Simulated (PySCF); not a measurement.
# C2H6FGa (SMILES [CH3][Ga]([CH3])[F]): levels of theory compared

Wanted: a comparison of 6 runs (HF/STO-3G, HF/3-21G, B3LYP/6-31G*, PBE/6-311G**, TPSS/aug-cc-pVDZ) of C2H6FGa. Input form: a Python script.

The results are computed with PySCF 2.14.0.

1 further run of the same task is left out (set aside as unsound or not needed).

## (1) The molecule

C2H6FGa has 10 atoms, charge 0, and is taken as a singlet. As SMILES, `[CH3][Ga]([CH3])[F]`. The coordinates come from a PBE0-D4/def2-TZVP relaxation.

Bond lengths: C1–Ga2 1.954 Å, Ga2–C3 1.954 Å, Ga2–F4 1.774 Å, C1–H5 1.092 Å, C1–H6 1.093 Å, C1–H7 1.090 Å, C3–H8 1.090 Å, C3–H9 1.093 Å, C3–H10 1.092 Å. Some angles: C1–Ga2–C3 133.8°, C1–Ga2–F4 113.1°, C3–Ga2–F4 113.1°, Ga2–C1–H5 110.9°, Ga2–C1–H6 110.3°, Ga2–C1–H7 110.2°, Ga2–C3–H8 110.2°, Ga2–C3–H9 110.4°, Ga2–C3–H10 110.9°, H5–C1–H6 107.4°.

## (2) Energy and forces at HF/STO-3G (run 1)

input.py reads:

```python
from pyscf import gto, scf

mol = gto.M(
    atom='''
C     -0.833500     1.374900    -0.821900
Ga    -0.050600    -0.361600    -0.384900
C      0.893900    -1.067200     1.173700
F     -0.228500    -1.551800    -1.688000
H     -1.525900     1.697800    -0.041300
H     -0.051800     2.134600    -0.900700
H     -1.365500     1.320000    -1.771700
H      1.089000    -2.131900     1.045900
H      1.846600    -0.548700     1.307700
H      0.309200    -0.917000     2.084000
''',
    basis='sto-3g',
    verbose=3,
    max_memory=1860,
    spin=0,
)

hf = scf.RHF(mol)
hf.conv_tol = 1e-10
hf.kernel()
if not hf.converged:
    hf = hf.newton().run(hf.mo_coeff, hf.mo_occ)

e_final = hf.e_tot
print('E = %.10f Eh' % e_final)
grad = hf.nuc_grad_method().kernel()
hf.analyze()
```

On the command line:

```console
$ OMP_NUM_THREADS=1 python input.py
```

Output:

```text
converged SCF energy = -2077.24282087521
E = -2077.2428208752 Eh
--------------- RHF gradients ---------------
         x                y                z
0 C    -0.0177728909     0.0413108494    -0.0068910507
1 Ga     0.0017590355     0.0134086381     0.0149170982
2 C     0.0210974477    -0.0136675031     0.0379150094
3 F    -0.0066845353    -0.0442735876    -0.0484279058
4 H    -0.0045369074     0.0011196062     0.0085928522
5 H     0.0082776448     0.0049448043     0.0007787379
6 H    -0.0019533331    -0.0058580694    -0.0070517745
7 H    -0.0010693100    -0.0069630907    -0.0061104885
8 H     0.0072236933     0.0064912962    -0.0002785000
9 H    -0.0063408447     0.0034870568     0.0065560218
----------------------------------------------
**** MO energy ****
MO #1   energy= -374.595734894692  occ= 2
MO #2   energy= -46.6657853374948  occ= 2
MO #3   energy= -41.8875730701939  occ= 2
MO #4   energy= -41.8829806585371  occ= 2
MO #5   energy= -41.8809683677887  occ= 2
MO #6   energy= -25.7948384651819  occ= 2
MO #7   energy= -10.9795697382114  occ= 2
MO #8   energy= -10.9794887859547  occ= 2
MO #9   energy= -5.76529425969994  occ= 2
MO #10  energy= -3.91462401754042  occ= 2
MO #11  energy= -3.90821319655375  occ= 2
MO #12  energy= -3.90674127888169  occ= 2
MO #13  energy= -1.37473354473403  occ= 2
MO #14  energy= -0.883754171550153 occ= 2
MO #15  energy= -0.873822732463111 occ= 2
MO #16  energy= -0.515130004065616 occ= 2
MO #17  energy= -0.51141972181498  occ= 2
MO #18  energy= -0.508931490886811 occ= 2
MO #19  energy= -0.504181100766819 occ= 2
MO #20  energy= -0.495344638703503 occ= 2
MO #21  energy= -0.424413887378872 occ= 2
MO #22  energy= -0.393676502915119 occ= 2
MO #23  energy= -0.389882773390001 occ= 2
MO #24  energy= -0.358965236668622 occ= 2
MO #25  energy= -0.323155271526236 occ= 2
MO #26  energy= -0.315952722818249 occ= 2
MO #27  energy= -0.295382130546169 occ= 2
MO #28  energy= -0.279368543074994 occ= 2
MO #29  energy= -0.258426523523011 occ= 2
MO #30  energy= 0.205413012882351  occ= 0
MO #31  energy= 0.374140477251168  occ= 0
MO #32  energy= 0.474204635524343  occ= 0
MO #33  energy= 0.626699042697413  occ= 0
MO #34  energy= 0.71788087488255   occ= 0
MO #35  energy= 0.732797600571854  occ= 0
MO #36  energy= 0.742910071846891  occ= 0
MO #37  energy= 0.756122291453994  occ= 0
MO #38  energy= 0.766430680831585  occ= 0
MO #39  energy= 0.772245089762075  occ= 0
 ** Mulliken atomic charges  **
charge of    0C =     -0.22747
charge of    1Ga =      0.49453
charge of    2C =     -0.22748
charge of    3F =     -0.23450
charge of    4H =      0.03259
charge of    5H =      0.03305
charge of    6H =      0.03181
charge of    7H =      0.03181
charge of    8H =      0.03303
charge of    9H =      0.03263
Dipole moment(X, Y, Z, Debye):  0.12905,  0.77301,  0.83525
```

It took 7.2 s on 1 thread of Intel Xeon at 2.50GHz (Skylake/Cascade Lake), shared host; peak memory 0.12 GiB.

## (3) Energy and gradient at HF/3-21G (run 2)

start.xyz reads:

```xyz
10

C     -0.833500     1.374900    -0.821900
Ga    -0.050600    -0.361600    -0.384900
C      0.893900    -1.067200     1.173700
F     -0.228500    -1.551800    -1.688000
H     -1.525900     1.697800    -0.041300
H     -0.051800     2.134600    -0.900700
H     -1.365500     1.320000    -1.771700
H      1.089000    -2.131900     1.045900
H      1.846600    -0.548700     1.307700
H      0.309200    -0.917000     2.084000
```

input.py reads:

```python
import pyscf.grad
from pyscf import gto

mol = gto.Mole()
mol.atom = 'start.xyz'
mol.charge = 0
mol.verbose = 4
mol.basis = '3-21g'
mol.spin = 0
mol.max_memory = 1860
mol.build()

mf = mol.RHF()
mf.conv_tol = 1e-10
mf.kernel()
if not mf.converged:
    mf = mf.newton().run(mf.mo_coeff, mf.mo_occ)

e_tot = mf.e_tot
print('Final energy', e_tot)
grad = mf.Gradients().kernel()
dip = mf.dip_moment()
pop, q = mf.mulliken_pop()
```

On the command line:

```console
$ OMP_NUM_THREADS=1 python input.py
```

Output:

```text
PySCF version 2.14.0

[... 64 lines left out ...]
converged SCF energy = -2091.6288246603
Final energy -2091.6288246603012
[... 11 lines left out ...]
Dipole moment(X, Y, Z, Debye):  0.30358,  1.94444,  2.11867
[... 33 lines left out ...]
pop of  2 C 2s            0.33916
pop of  2 C 3s            1.19000
pop of  2 C 2px           0.52474
pop of  2 C 2py           0.53140
pop of  2 C 2pz           0.53430
pop of  2 C 3px           0.63811
pop of  2 C 3py           0.62115
pop of  2 C 3pz           0.70281
pop of  3 F 1s            1.98431
pop of  3 F 2s            0.43780
pop of  3 F 3s            1.53643
pop of  3 F 2px           0.84571
pop of  3 F 2py           0.80892
pop of  3 F 2pz           0.79992
pop of  3 F 3px           1.06975
pop of  3 F 3py           1.02596
pop of  3 F 3pz           1.02000
pop of  4 H 1s            0.45624
pop of  4 H 2s            0.32224
pop of  5 H 1s            0.45555
pop of  5 H 2s            0.32197
pop of  6 H 1s            0.45558
pop of  6 H 2s            0.30233
pop of  7 H 1s            0.45562
pop of  7 H 2s            0.30224
pop of  8 H 1s            0.45557
pop of  8 H 2s            0.32200
pop of  9 H 1s            0.45620
pop of  9 H 2s            0.32221
 ** Mulliken atomic charges  **
charge of    0C =     -1.06922
charge of    1Ga =      1.29502
charge of    2C =     -1.06926
charge of    3F =     -0.52880
charge of    4H =      0.22152
charge of    5H =      0.22248
charge of    6H =      0.24209
charge of    7H =      0.24214
charge of    8H =      0.22244
charge of    9H =      0.22159
```

Run time: 7.2 s. Hardware: 1 thread of Intel Xeon at 2.50GHz (Skylake/Cascade Lake), shared host; peak memory 0.13 GiB.

## (4) Energy and gradient at B3LYP/6-31G(d) (spherical functions) (run 3)

job.py reads:

```python
from pyscf import gto, dft

system = gto.M(
    atom='''
C     -0.833500     1.374900    -0.821900
Ga    -0.050600    -0.361600    -0.384900
C      0.893900    -1.067200     1.173700
F     -0.228500    -1.551800    -1.688000
H     -1.525900     1.697800    -0.041300
H     -0.051800     2.134600    -0.900700
H     -1.365500     1.320000    -1.771700
H      1.089000    -2.131900     1.045900
H      1.846600    -0.548700     1.307700
H      0.309200    -0.917000     2.084000
''',
    basis='6-31g*',
    charge=0,
    max_memory=1860,
    spin=0,
    verbose=3,
)

calc0 = dft.RKS(system, xc='b3lyp')
calc0.grids.level = 5
calc0.conv_tol = 1e-10
calc0.kernel()
if not calc0.converged:
    calc0 = calc0.newton().run(calc0.mo_coeff, calc0.mo_occ)

e_final = calc0.e_tot
print('E(%s) = %.9f' % ('B3LYP', e_final))
grad = calc0.nuc_grad_method().kernel()
dip = calc0.dip_moment()
pop, q = calc0.mulliken_pop()
```

On the command line:

```console
$ OMP_NUM_THREADS=1 python job.py
```

Output:

```text
converged SCF energy = -2104.34016528494
E(B3LYP) = -2104.340165285
--------------- RKS gradients ---------------
         x                y                z
0 C     0.0015361208    -0.0039597552     0.0005855659
1 Ga     0.0001430420     0.0010865087     0.0012416702
2 C    -0.0020857444     0.0010848021    -0.0036080190
3 F     0.0002652822     0.0020247341     0.0022545390
4 H     0.0015691384    -0.0002049491    -0.0015752570
5 H    -0.0018684376    -0.0011232242     0.0003674172
6 H     0.0011495787     0.0000777570     0.0018669569
7 H    -0.0003718419     0.0022035347     0.0001832516
8 H    -0.0019102311    -0.0010293902     0.0002850373
9 H     0.0015788866    -0.0001561902    -0.0015850694
----------------------------------------------
Dipole moment(X, Y, Z, Debye):  0.28517,  1.82152,  1.98374
 ** Mulliken pop  **
pop of  0 C 1s            1.99664
pop of  0 C 2s            0.67213
pop of  0 C 3s            0.61827
pop of  0 C 2px           0.69966
pop of  0 C 2py           0.70162
pop of  0 C 2pz           0.70843
pop of  0 C 3px           0.36857
pop of  0 C 3py           0.39885
pop of  0 C 3pz           0.36577
pop of  0 C 3dxy          0.00663
pop of  0 C 3dyz          0.00153
pop of  0 C 3dz^2         0.00541
pop of  0 C 3dxz          0.00832
pop of  0 C 3dx2-y2       0.00139
pop of  1 Ga 1s           1.99996
pop of  1 Ga 2s           1.99947
pop of  1 Ga 3s           1.99972
pop of  1 Ga 4s           1.12016
pop of  1 Ga 5s           0.00164
pop of  1 Ga 2px          1.99973
pop of  1 Ga 2py          1.99968
pop of  1 Ga 2pz          1.99969
pop of  1 Ga 3px          1.99686
pop of  1 Ga 3py          1.99814
pop of  1 Ga 3pz          1.99796
pop of  1 Ga 4px          0.26835
pop of  1 Ga 4py          0.48636
pop of  1 Ga 4pz          0.41950
pop of  1 Ga 5px          0.03981
pop of  1 Ga 5py          0.02472
pop of  1 Ga 5pz          0.02408
pop of  1 Ga 3dxy         1.35905
pop of  1 Ga 3dyz         1.36741
pop of  1 Ga 3dz^2        1.36546
pop of  1 Ga 3dxz         1.35878
pop of  1 Ga 3dx2-y2      1.36000
pop of  1 Ga 4dxy         0.58817
pop of  1 Ga 4dyz         0.58485
pop of  1 Ga 4dz^2        0.58656
pop of  1 Ga 4dxz         0.58847
pop of  1 Ga 4dx2-y2      0.58786
pop of  1 Ga 5dxy         0.08136
pop of  1 Ga 5dyz         0.07232
pop of  1 Ga 5dz^2        0.09460
pop of  1 Ga 5dxz         0.08228
pop of  1 Ga 5dx2-y2      0.07519
pop of  2 C 1s            1.99664
pop of  2 C 2s            0.67213
pop of  2 C 3s            0.61826
pop of  2 C 2px           0.69887
pop of  2 C 2py           0.70854
pop of  2 C 2pz           0.70234
pop of  2 C 3px           0.37243
pop of  2 C 3py           0.37210
pop of  2 C 3pz           0.38865
pop of  2 C 3dxy          0.00476
pop of  2 C 3dyz          0.00125
pop of  2 C 3dz^2         0.00580
pop of  2 C 3dxz          0.00512
pop of  2 C 3dx2-y2       0.00635
pop of  3 F 1s            1.99721
pop of  3 F 2s            0.92526
pop of  3 F 3s            1.04622
pop of  3 F 2px           1.11703
pop of  3 F 2py           1.09243
pop of  3 F 2pz           1.07953
pop of  3 F 3px           0.74908
pop of  3 F 3py           0.71516
pop of  3 F 3pz           0.70797
pop of  3 F 3dxy          0.00095
pop of  3 F 3dyz          0.00330
pop of  3 F 3dz^2         0.00184
pop of  3 F 3dxz          0.00110
pop of  3 F 3dx2-y2       0.00113
pop of  4 H 1s            0.51905
pop of  4 H 2s            0.30870
pop of  5 H 1s            0.51836
pop of  5 H 2s            0.30850
pop of  6 H 1s            0.51865
pop of  6 H 2s            0.29034
pop of  7 H 1s            0.51867
pop of  7 H 2s            0.29027
pop of  8 H 1s            0.51838
pop of  8 H 2s            0.30852
pop of  9 H 1s            0.51901
pop of  9 H 2s            0.30869
 ** Mulliken atomic charges  **
charge of    0C =     -0.55322
charge of    1Ga =      0.47182
charge of    2C =     -0.55324
charge of    3F =     -0.43822
charge of    4H =      0.17225
charge of    5H =      0.17314
charge of    6H =      0.19101
charge of    7H =      0.19106
charge of    8H =      0.17310
charge of    9H =      0.17230
```

It took 83 s on 1 thread of Intel Xeon at 2.50GHz (Skylake/Cascade Lake), shared host; peak memory 0.84 GiB.

Runs 4 to 5 aren't shown in full; the table further down has their settings and results.

## (5) Energy and forces at TPSS/aug-cc-pVDZ (run 6)

job.py reads:

```python
import pyscf.grad
from pyscf import gto, dft

molecule = gto.Mole()
molecule.atom = [
    ('C', (-0.833500, 1.374900, -0.821900)),
    ('Ga', (-0.050600, -0.361600, -0.384900)),
    ('C', (0.893900, -1.067200, 1.173700)),
    ('F', (-0.228500, -1.551800, -1.688000)),
    ('H', (-1.525900, 1.697800, -0.041300)),
    ('H', (-0.051800, 2.134600, -0.900700)),
    ('H', (-1.365500, 1.320000, -1.771700)),
    ('H', (1.089000, -2.131900, 1.045900)),
    ('H', (1.846600, -0.548700, 1.307700)),
    ('H', (0.309200, -0.917000, 2.084000)),
]
molecule.basis = 'aug-cc-pvdz'
molecule.max_memory = 1860
molecule.verbose = 4
molecule.build()

calc0 = dft.RKS(molecule, xc='tpss')
calc0.conv_tol = 1e-10
calc0.grids.level = 5
calc0.kernel()
if not calc0.converged:
    calc0 = calc0.newton().run(calc0.mo_coeff, calc0.mo_occ)

energy = calc0.e_tot
print('E = %.10f Eh' % energy)
grad = calc0.Gradients().kernel()
calc0.analyze()
```

On the command line:

```console
$ OMP_NUM_THREADS=1 python job.py
```

Output:

```text
PySCF version 2.14.0

[... 106 lines left out ...]
MO #5   energy= -40.2613540276139  occ= 2
[... 13 lines left out ...]
MO #19  energy= -0.641931363490285 occ= 2
[... 13 lines left out ...]
MO #33  energy= 0.00428930784161095 occ= 0
[... 13 lines left out ...]
MO #47  energy= 0.105682041703126  occ= 0
[... 13 lines left out ...]
MO #61  energy= 0.252580629191629  occ= 0
[... 13 lines left out ...]
MO #75  energy= 0.386749249860334  occ= 0
[... 13 lines left out ...]
MO #89  energy= 0.534811839563728  occ= 0
[... 13 lines left out ...]
MO #103 energy= 0.833145012967308  occ= 0
[... 13 lines left out ...]
MO #117 energy= 1.29504511666879   occ= 0
[... 13 lines left out ...]
MO #131 energy= 1.76705844161717   occ= 0
[... 13 lines left out ...]
MO #145 energy= 2.25674672707647   occ= 0
[... 13 lines left out ...]
MO #159 energy= 4.65435681837795   occ= 0
[... 133 lines left out ...]
pop of  6 H 3pz           0.00019
pop of  7 H 1s            0.86491
pop of  7 H 2s            0.00443
pop of  7 H 3s            0.00164
pop of  7 H 2px           0.00012
pop of  7 H 2py           0.00133
pop of  7 H 2pz           0.00014
pop of  7 H 3px           0.00031
pop of  7 H 3py           0.00011
pop of  7 H 3pz           0.00040
pop of  8 H 1s            0.86887
pop of  8 H 2s            0.00403
pop of  8 H 3s            0.00156
pop of  8 H 2px           0.00105
pop of  8 H 2py           0.00025
pop of  8 H 2pz           0.00033
pop of  8 H 3px           0.00010
pop of  8 H 3py           0.00030
pop of  8 H 3pz           0.00031
pop of  9 H 1s            0.87026
pop of  9 H 2s            0.00398
pop of  9 H 3s            0.00158
pop of  9 H 2px           0.00036
pop of  9 H 2py           0.00007
pop of  9 H 2pz           0.00119
pop of  9 H 3px           0.00027
pop of  9 H 3py           0.00035
pop of  9 H 3pz           0.00010
 ** Mulliken atomic charges  **
charge of    0C =     -0.54197
charge of    1Ga =      0.85870
charge of    2C =     -0.54200
charge of    3F =     -0.51800
charge of    4H =      0.12173
charge of    5H =      0.12327
charge of    6H =      0.12661
charge of    7H =      0.12662
charge of    8H =      0.12320
charge of    9H =      0.12183
Dipole moment(X, Y, Z, Debye):  0.28700,  1.86802,  2.03915
```

It took 4.8 min on 1 thread of Intel Xeon at 2.50GHz (Skylake/Cascade Lake), shared host; peak memory 1.9 GiB.

## (6) The series

| run | level | integration grid | Cartesian functions | energy (Eh) | dipole moment (D) | HOMO energy (eV) | LUMO energy (eV) | wall time |
| --- | --- | --- | --- | --- | --- | --- | --- | --- |
| 1 | HF/STO-3G | – | no | -2077.242821 | 1.15 | -7.03 | 5.59 | 7.2 s |
| 2 | HF/3-21G | – | no | -2091.628825 | 2.89 | -10.82 | 2.35 | 7.2 s |
| 3 | B3LYP/6-31G* (spherical functions) | 5 | no | -2104.340165 | 2.71 | -7.54 | -0.73 | 83 s |
| 4 | B3LYP/6-31G* (Cartesian functions) | 5 | yes | -2104.348555 | 2.68 | -7.53 | -0.71 | 86 s |
| 5 | PBE/6-311G** | 5 | no | -2104.084521 | 2.71 | -6.67 | -1.38 | 2.1 min |
| 6 | TPSS/aug-cc-pVDZ | 5 | no | -2104.579830 | 2.78 | -6.80 | -1.30 | 4.8 min |

## (7) Summary of results

| quantity | value |
| --- | --- |
| run 6: total energy | -2104.57983 Eh |
| run 6: dipole moment | 2.78 D |
| run 6: HOMO energy | -6.80 eV |
| run 6: LUMO energy | -1.30 eV |
| run 6: HOMO–LUMO gap | 5.49 eV |
| run 6: largest force on an atom | 0.709 eV/Å |

**Reading.** The dipole moment (its size) runs from 1.15 D (HF/STO-3G) to 2.89 D (HF/3-21G). The HOMO–LUMO gap runs from 5.29 eV (PBE/6-311G**) to 13.17 eV (HF/3-21G). The two ends differ in method and basis. Totals of different functionals can't be ranked against each other. In run 1 the basis is minimal, so the values are rough. All runs together took 10 min, the longest 4.8 min.
